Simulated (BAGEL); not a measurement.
# GaNH3ClO (SMILES [NH2][Ga]([OH])[Cl]) at RI-MP2/6-31G(d) (density fitting with qzvpp-jkfit, spherical functions)

What is the energy change on altering one bond length of GaNH3ClO at RI-MP2/6-31G* (density fitting with qzvpp-jkfit, spherical functions)? 

Program for the calculation: BAGEL 1.2.2.

1 further run of the same task is left out (it didn't finish).

## 1. Starting point

The species is GaNH3ClO (7 atoms), meant as a singlet with charge 0. SMILES: `[NH2][Ga]([OH])[Cl]`. The shape comes from GFN2-xTB, which is rough for such elements, and wasn't checked as a minimum. This is one conformer, not always the lowest.

Bond lengths: N1–Ga2 1.835 Å, Ga2–O3 1.744 Å, Ga2–Cl4 2.086 Å, N1–H5 1.015 Å, N1–H6 1.015 Å, O3–H7 0.956 Å. Angles: N1–Ga2–O3 113.9°, N1–Ga2–Cl4 126.6°, O3–Ga2–Cl4 119.3°, Ga2–N1–H5 118.5°, Ga2–N1–H6 113.9°, Ga2–O3–H7 124.9°, H5–N1–H6 109.7°.

## 2. A single-point energy at RI-MP2/6-31G(d) (density fitting with qzvpp-jkfit, spherical functions)

Contents of input.json:

```json
{ "bagel": [

{
  "title": "molecule",
  "basis": "6-31gs.json",
  "df_basis": "qzvpp-jkfit",
  "angstrom": "true",
  "geometry": [
    { "atom": "N", "xyz": [   -0.481790,    1.367040,   -0.147770 ] },
    { "atom": "Ga", "xyz": [   -0.071060,   -0.419500,   -0.224170 ] },
    { "atom": "O", "xyz": [    1.346160,   -0.857040,    0.692320 ] },
    { "atom": "Cl", "xyz": [   -1.016630,   -1.864050,   -1.394700 ] },
    { "atom": "H", "xyz": [   -1.449630,    1.647340,   -0.266410 ] },
    { "atom": "H", "xyz": [   -0.081700,    1.847360,    0.651620 ] },
    { "atom": "H", "xyz": [    1.754650,   -1.721150,    0.689120 ] }
  ]
},
{ "title": "hf" },
{ "title": "mp2", "ncore": 16 }

]}
```

The basis set 6-31G* is read from a file made from the Basis Set Exchange's data (not shown).

Command:

```bash
BAGEL_NUM_THREADS=1 BAGEL input.json > input.out
```

Standard output:

```text
* using 1 threads per process

  ===============================================================
  ===============================================================

  *** Geometry ***

  { "atom" : "N", "xyz" : [     -0.910451,      2.583331,     -0.279245 ] },
  { "atom" : "Ga", "xyz" : [     -0.134284,     -0.792740,     -0.423620 ] },
  { "atom" : "O", "xyz" : [      2.543874,     -1.619571,      1.308295 ] },
  { "atom" : "Cl", "xyz" : [     -1.921152,     -3.522544,     -2.635601 ] },
  { "atom" : "H", "xyz" : [     -2.739404,      3.113021,     -0.503442 ] },
  { "atom" : "H", "xyz" : [     -0.154391,      3.491004,      1.231383 ] },
  { "atom" : "H", "xyz" : [      3.315808,     -3.252502,      1.302248 ] },

  Number of auxiliary basis functions:      602

  Since a DF basis is specified, we compute 2- and 3-index integrals:
    o Being stored without compression. Storage requirement is 0.034 GB

  Number of basis functions:       84
  Number of electrons      :       66

    * METHOD: MOLECULE                             0.43

  *** RHF ***

  === Nuclear Repulsion ===
   364.0848858071

      * DIIS with orbital gradients will be used.

  === RHF iteration (6-31gs.json) ===
      0      -2513.30390439          0.02357184           0.12
      1      -2513.47580487          0.01600701           0.11
      2      -2513.59702627          0.00129267           0.11
      3      -2513.59802937          0.00051196           0.11
      4      -2513.59817414          0.00009730           0.11
      5      -2513.59818106          0.00002542           0.11
      6      -2513.59818190          0.00000913           0.11
      7      -2513.59818204          0.00000226           0.11
      8      -2513.59818205          0.00000113           0.11
      9      -2513.59818205          0.00000034           0.11
     10      -2513.59818205          0.00000012           0.11
     11      -2513.59818205          0.00000005           0.11
     12      -2513.59818205          0.00000001           0.12
     13      -2513.59818205          0.00000001           0.12
    * SCF iteration converged.

    * Permanent dipole moment:
           (    0.230213,    -0.072767,    -0.456583) a.u.

    * METHOD: HF                                   1.88

  *** RHF ***

  === Nuclear Repulsion ===
   364.0848858071

      * DIIS with orbital gradients will be used.

  === RHF iteration (6-31gs.json) ===
      0      -2513.59818205          0.00000000           0.11
    * SCF iteration converged.

    * Permanent dipole moment:
           (    0.230213,    -0.072767,    -0.456583) a.u.

  === DF-MP2 calculation ===

    * freezing 16 orbitals
    * 3-index integral transformation done
    * assembly done

      MP2 correlation energy:   -0.7113189349      0.05

      MP2 total energy:       -2514.3095009877

    * METHOD: MP2                                  0.30

  ===============================================================
```

Wall time 2.7 s (1 thread of Arm Neoverse V1, shared host); peak memory 0.16 GiB.

## 3. The distorted shape, same level

Contents of input.json:

```json
{ "bagel" : [

{
  "title" : "molecule",
  "basis" : "6-31gs.json",
  "df_basis" : "qzvpp-jkfit",
  "angstrom" : "true",
  "geometry" : [
    { "atom" : "N", "xyz" : [    0.002169,    1.226879,   -0.088445 ] },
    { "atom" : "Ga", "xyz" : [    0.412899,   -0.559661,   -0.164845 ] },
    { "atom" : "O", "xyz" : [    1.830119,   -0.997201,    0.751645 ] },
    { "atom" : "Cl", "xyz" : [   -0.532671,   -2.004211,   -1.335375 ] },
    { "atom" : "H", "xyz" : [   -1.449630,    1.647340,   -0.266410 ] },
    { "atom" : "H", "xyz" : [    0.402259,    1.707199,    0.710945 ] },
    { "atom" : "H", "xyz" : [    2.238609,   -1.861311,    0.748445 ] }
  ]
},
{
  "title" : "hf"
},
{
  "title" : "mp2",
  "ncore" : 16
}

]}
```

The basis set 6-31G* is read from a file made from the Basis Set Exchange's data (not shown).

Command:

```bash
BAGEL_NUM_THREADS=1 BAGEL input.json > input.out
```

Standard output:

```text
* using 1 threads per process

  ===============================================================
  ===============================================================

  *** Geometry ***

  { "atom" : "N", "xyz" : [      0.004099,      2.318465,     -0.167137 ] },
  { "atom" : "Ga", "xyz" : [      0.780266,     -1.057606,     -0.311512 ] },
  { "atom" : "O", "xyz" : [      3.458424,     -1.884437,      1.420403 ] },
  { "atom" : "Cl", "xyz" : [     -1.006602,     -3.787410,     -2.523493 ] },
  { "atom" : "H", "xyz" : [     -2.739404,      3.113021,     -0.503442 ] },
  { "atom" : "H", "xyz" : [      0.760159,      3.226139,      1.343491 ] },
  { "atom" : "H", "xyz" : [      4.230358,     -3.517368,      1.414356 ] },

  Number of auxiliary basis functions:      602

  Since a DF basis is specified, we compute 2- and 3-index integrals:
    o Being stored without compression. Storage requirement is 0.034 GB

  Number of basis functions:       84
  Number of electrons      :       66

    * METHOD: MOLECULE                             0.43

  *** RHF ***

  === Nuclear Repulsion ===
   361.6269269753

      * DIIS with orbital gradients will be used.

  === RHF iteration (6-31gs.json) ===
      0      -2513.18131564          0.02428906           0.12
      1      -2513.34411440          0.01769959           0.12
      2      -2513.49613017          0.00136031           0.12
      3      -2513.49770489          0.00046430           0.12
      4      -2513.49789926          0.00014538           0.12
      5      -2513.49792092          0.00005655           0.12
      6      -2513.49792511          0.00002369           0.11
      7      -2513.49792605          0.00000572           0.12
      8      -2513.49792608          0.00000363           0.12
      9      -2513.49792609          0.00000126           0.12
     10      -2513.49792610          0.00000059           0.11
     11      -2513.49792610          0.00000029           0.11
     12      -2513.49792610          0.00000014           0.12
     13      -2513.49792610          0.00000008           0.12
     14      -2513.49792610          0.00000003           0.12
     15      -2513.49792610          0.00000002           0.12
     16      -2513.49792610          0.00000001           0.12
    * SCF iteration converged.

    * Permanent dipole moment:
           (    0.206629,    -0.049962,    -0.470831) a.u.

    * METHOD: HF                                   2.28

  *** RHF ***

  === Nuclear Repulsion ===
   361.6269269753

      * DIIS with orbital gradients will be used.

  === RHF iteration (6-31gs.json) ===
      0      -2513.49792610          0.00000001           0.12
    * SCF iteration converged.

    * Permanent dipole moment:
           (    0.206628,    -0.049962,    -0.470832) a.u.

  === DF-MP2 calculation ===

    * freezing 16 orbitals
    * 3-index integral transformation done
    * assembly done

      MP2 correlation energy:   -0.7249486172      0.06

      MP2 total energy:       -2514.2228747157

    * METHOD: MP2                                  0.31

  ===============================================================
```

Wall time 3.3 s (1 thread of Arm Neoverse V1, shared host); peak memory 0.16 GiB.

## 4. What came out

At RI-MP2/6-31G* (density fitting with qzvpp-jkfit, spherical functions), 16 core orbitals frozen:

| quantity | value |
| --- | --- |
| first shape: total energy | -2514.30950 Eh |
| first shape: correlation energy (16 core orbitals frozen) | -711.3 mEh |
| distorted shape: total energy | -2514.22287 Eh |
| distorted shape: correlation energy (16 core orbitals frozen) | -724.9 mEh |
| energy change with the N1–H5 bond stretched from 1.015 to 1.522 Å | 2.357 eV |

What this shows: With the N1–H5 bond stretched from 1.015 to 1.522 Å the energy rises by 2.36 eV (227 kJ/mol). The first shape isn't relaxed at this level, so the change isn't measured from a minimum.
